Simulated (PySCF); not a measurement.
Crystal: FNa, in a box.

```
CELL_PARAMETERS angstrom
11.00000 0.00000 0.00000
0.00000 10.00000 0.00000
0.00000 0.00000 10.00000
ATOMIC_POSITIONS crystal
F 0.42674 0.52912 0.46096
Na 0.57562 0.47508 0.54585
```

Base run:

| Item | Value |
| --- | --- |
| Program | PySCF 2.14.0 |
| Functional | OLYP |
| Dispersion | D3(BJ) |
| Potentials or basis | pob-tzvp-rev2 (all-electron) |
| k mesh | 1 × 1 × 1 |
| Occupations | fixed |
| Spin | no spin polarisation |

Its results: gap between the frontier levels 3.51 eV.

After a change of settings the same cell gave: gap between the frontier levels 4.72 eV. Which change was it?
A. functional from OLYP to HSE03; dispersion from D3(BJ) to D3
B. functional from OLYP to B3LYP; dispersion from D3(BJ) to D3
C. functional from OLYP to revTPSS; dispersion from D3(BJ) to D3(OP)

C.

Caveats: this is a molecule in a periodic box at the Γ point, so its band gap is the HOMO-LUMO gap; the basis of atomic orbitals isn't converged, which shifts pressures, moduli and gaps; this basis is made for solids and lacks diffuse functions, so gaps of a molecule come out too wide by an eV or more.

Not every run made on this cell is shown here.
